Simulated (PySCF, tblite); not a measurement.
# C₇H₁₇AlO: geometry, infrared bands and NMR shifts

Wanted: the infrared bands and NMR shifts of C₇H₁₇AlO (`CCC[C@@H]1CC[O+]([AlH3-])C1`), by calculation.

The runs use tblite 0.8.0 and PySCF 2.14.0, with density-fitted response routines of our own; the level of theory stands in each step. All values are computed, except where a source is named. Atoms count from 0, in the outputs and in this text.

## (1) Starting geometry

26 atoms, charge 0, multiplicity 1; geometry from: force field or distance geometry start.

Bonds of the start (Å): C0–C1 1.54, C1–C2 1.52, C2–C3 1.56, C3–C4 1.51, C4–C5 1.52, C5–O6 1.41, O6–Al7 1.87, O6–C8 1.42, C8–C3 1.53, C0–H9 1.10, C0–H10 1.10, C0–H11 1.12, C1–H12 1.09, C1–H13 1.11, C2–H14 1.12, C2–H15 1.12, C3–H16 1.10, C4–H17 1.11, C4–H18 1.12, C5–H19 1.10, C5–H20 1.13, Al7–H21 1.60, Al7–H22 1.61, Al7–H23 1.61, C8–H24 1.10, C8–H25 1.12.

## (2) Geometry optimisation with GFN2-xTB

Job settings and geometry (Å):

```
{"job": {"kind": "relax", "xc": "GFN2-xTB", "basis": "xTB"}, "charge": 0, "multiplicity": 1}
C      3.637500    -0.562400     0.868600
C      2.336200    -0.731000     0.060600
C      1.472900     0.517900     0.153700
C      0.181000     0.389200    -0.704300
C     -0.656800     1.650300    -0.692700
C     -2.053100     1.179000    -0.308600
O     -2.081200    -0.217000    -0.503900
Al    -3.400500    -1.043400     0.536200
C     -0.782100    -0.674300    -0.163200
H      4.215500     0.289900     0.472000
H      4.238200    -1.484700     0.794400
H      3.392300    -0.374900     1.941100
H      2.596800    -0.942600    -0.980100
H      1.792900    -1.611300     0.472500
H      2.043300     1.397600    -0.229200
H      1.196400     0.728800     1.223600
H      0.456100     0.132400    -1.742600
H     -0.289100     2.410500     0.020800
H     -0.672700     2.101000    -1.713200
H     -2.808900     1.671300    -0.939900
H     -2.232400     1.474600     0.762300
H     -3.370600    -2.621100     0.277200
H     -3.136200    -0.747300     2.092500
H     -4.843800    -0.479100     0.117800
H     -0.586700    -1.646700    -0.647500
H     -0.666300    -0.784100     0.946000
```

Started as:

```bash
> OMP_NUM_THREADS=1 python probes_run.py task.json out
```

One launch serves the whole session: the jobs run in the order shown.

**Question.** This job is followed by: GFN2-xTB harmonic vibrations, gas phase; GIAO PBE0/pcSseg-1 NMR shielding, non-relativistic, gas phase. What will the session give for the following? strongest single infrared mode (GFN2-xTB); zero-point energy (GFN2-xTB); 13C shifts against TMS (PBE0/pcSseg-1); 1H shifts against TMS (PBE0/pcSseg-1, means over atoms taken as alike); 17O shifts against H2O (PBE0/pcSseg-1); 27Al shifts against AlH4- (PBE0/pcSseg-1); surface potential, 1st and 99th percentile.

As calculated:

| quantity | value |
| --- | --- |
| strongest single infrared mode (GFN2-xTB) | 782 cm⁻¹, 842 km/mol |
| zero-point energy (GFN2-xTB) | 137.5 kcal/mol |
| 13C shifts against TMS (PBE0/pcSseg-1) | 80.9, 73.0, 42.1, 40.8, 35.8, 26.9, 17.1 ppm |
| 1H shifts against TMS (PBE0/pcSseg-1, means over atoms taken as alike) | 4.84, 4.61, 4.22, 3.83, 3.32, 2.51, 2.49, 1.67, 1.39, 1.25, 1.06, 1.05, 1.03 ppm |
| 17O shifts against H2O (PBE0/pcSseg-1) | 57.0 ppm |
| 27Al shifts against AlH4- (PBE0/pcSseg-1) | 78.9 ppm |
| surface potential, 1st and 99th percentile | -1.34 V and 1.31 V |

What this shows: Relaxing lowered the energy by 0.766 eV in 178 steps; the close pair that moved most is C3–C4, from 1.514 to 1.546 Å. All 72 modes are real, so the xTB geometry is a minimum. GFN2-xTB is a fitted tight-binding method: band positions and strengths are rough. Its intensities can rank the bands wrongly. At PBE0/pcSseg-1: Shielding is most anisotropic at O6 (span 148 ppm, paramagnetic term -124 ppm).
